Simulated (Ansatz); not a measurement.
Predict the output of the script below (Ansatz's Python interface).

Script `cas.py`:
```python
import logging
import sys

import ansatz as az

logging.basicConfig(stream=sys.stdout, format="[%(levelname)s] %(message)s")
logger = logging.getLogger("c2h2se")
logger.setLevel(logging.INFO)

GEOMETRY = """
C     0.51930   -0.51280   -0.17920
C    -0.41310    0.42580    0.15150
Se   -1.80480    1.68990    0.67480
H     1.39560   -0.17560   -0.80010
H     0.35290   -1.50090    0.11160
"""

c2h2se = az.Crystal.molecule()
for line in GEOMETRY.strip().splitlines():
    symbol, *xyz = line.split()
    c2h2se = c2h2se.atom(symbol, [float(v) for v in xyz])

job = (
    c2h2se.calculation()
    .basis(gaussian="def2-SVP")
    .correlation(active_electrons=4, active_orbitals=4)
)
for method in [None]:
    data = (job if method is None else job.correlation(method)).run(threads=1).report
    space = data["configurations"]
    state = space["states"][0]
    print(method or "casscf", f"total {data['free_energy_ev'] / 27.211386246:.6f} Ha, active-space state {state['energy']['hartree']:.6f} Ha, mean field {data['reference_energy_ev'] / 27.211386246:.6f} Ha")
    print("  determinants", state["n_determinants"], " natural occupations", [round(n, 3) for n in space["natural_occupations"]])
print("effectively unpaired electrons, sum of min(n, 2 - n):", round(sum(min(n, 2 - n) for n in space["natural_occupations"]), 3))
```

`python cas.py` gives:
```text
casscf total -2476.340264 Ha, active-space state -2476.340264 Ha, mean field -2476.278981 Ha
  determinants 36  natural occupations [1.951, 1.877, 0.125, 0.047]
effectively unpaired electrons, sum of min(n, 2 - n): 0.344
```

Notes:
- Total energies depend on the basis set; only differences at equal settings carry meaning.
- The geometry is a force-field or estimated start, not a minimum of this method, and the basis set is short of its limit. The active space starts as a window about the frontier orbitals and is then optimised, not chosen by chemistry.
- Timing: 4.6 s on 1 thread of Arm Neoverse V2 (shared host), peak memory 0.2 GiB.

(Lines on the test bed's own set-up are left out of the output.)
